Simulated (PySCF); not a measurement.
# F4Tm ([TmF4]-): the cost of one run

Computed with PySCF 2.14.0 and routines of our own; the level stands in each step. Atoms count from 0.

## 1. The starting structure

5 atoms, charge -1, states of the metal's open shell are computed; geometry from: model geometry, bond lengths from ionic radii.

## 2. Ligand-field states: state-averaged CASSCF in water

Job settings and geometry (Å):

```
{"job": {"kind": "lf", "basis": {"metal": "x2c-TZVPall", "ligand": "x2c-SVPall"}, "nevpt": true, "solvent": "water"}, "charge": -1, "metal": "Tm", "open_shell": "f12"}
Tm     0.000000     0.000000     0.000000
F      1.189341     1.189341     1.189342
F     -1.189341    -1.189341     1.189342
F     -1.189341     1.189341    -1.189342
F      1.189341    -1.189341    -1.189342
```

Level: state-averaged CASSCF of the metal f shell, SC-NEVPT2 on the averaged canonical orbitals, state-interaction spin-orbit coupling.

Run with:

```
$ OMP_NUM_THREADS=1 python lf_run.py task.json out
```

The driver reads the jobs from task.json and runs them one after another.

Q: Estimate the wall time and peak memory of this first job on 1 thread of Arm Neoverse V2, shared host.

About 31 s, with a peak of 0.4 GiB.
